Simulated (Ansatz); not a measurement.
# CH6GaN: the cost of one run

Method: RKS PBE/def2-SVP, in Ansatz 0.2.0.

## Step 1: The system as given

Bond lengths: Ga1–C2 1.980 Å, C2–H3 1.110 Å, C2–H4 1.110 Å, C2–H5 1.110 Å, Ga1–H6 1.570 Å, Ga1–N7 1.930 Å, N7–H8 1.060 Å, N7–H9 1.060 Å. Angles: Ga1–C2–H3 109.5°, Ga1–C2–H4 109.5°, Ga1–C2–H5 109.5°, H3–C2–H4 109.4°, H3–C2–H5 109.4°, H4–C2–H5 109.4°, C2–Ga1–H6 120.0°, C2–Ga1–N7 120.0°, H6–Ga1–N7 120.0°, Ga1–N7–H8 120.0°, Ga1–N7–H9 120.0°, H8–N7–H9 120.0°.

As a file:

```xyz
9

Ga    0.0000    0.0000    0.0000
C     0.0000    0.0000    1.9800
H    -0.9996   -0.3092    2.3505
H     0.7676   -0.7111    2.3505
H     0.2320    1.0203    2.3505
H     1.3596    0.0000   -0.7850
N    -1.6714    0.0000   -0.9650
H    -2.3403   -0.8164   -0.8664
H    -1.9204    0.8164   -1.5936
```

## Step 2: Relaxing the start

Contents of input.yaml:

```yaml
crystal:
  periodic: [false, false, false]
  atoms:
    - { symbol: Ga, position_ang: [0.0, 0.0, 0.0] }
    - { symbol: C, position_ang: [0.0, 0.0, 1.98] }
    - { symbol: H, position_ang: [-0.9996, -0.3092, 2.3505] }
    - { symbol: H, position_ang: [0.7676, -0.7111, 2.3505] }
    - { symbol: H, position_ang: [0.232, 1.0203, 2.3505] }
    - { symbol: H, position_ang: [1.3596, 0.0, -0.785] }
    - { symbol: "N", position_ang: [-1.6714, 0.0, -0.965] }
    - { symbol: H, position_ang: [-2.3403, -0.8164, -0.8664] }
    - { symbol: H, position_ang: [-1.9204, 0.8164, -1.5936] }
basis:
  gaussian: { orbitals: def2-SVP }
hamiltonian:
  xc: pbe
relax:
  f_tol: 0.02
  max_steps: 40
```

Run with:

```bash
$ ansatz run input.yaml --threads 1 --pin off --max-ram 2048MiB --backend cpu --events-out ev --progress --plain --runs-dir out
```

**Question.** How long does this run take on 1 thread of Arm Neoverse V2, shared host, and how much memory does it need?

About 31 s, with a peak of 0.12 GiB.
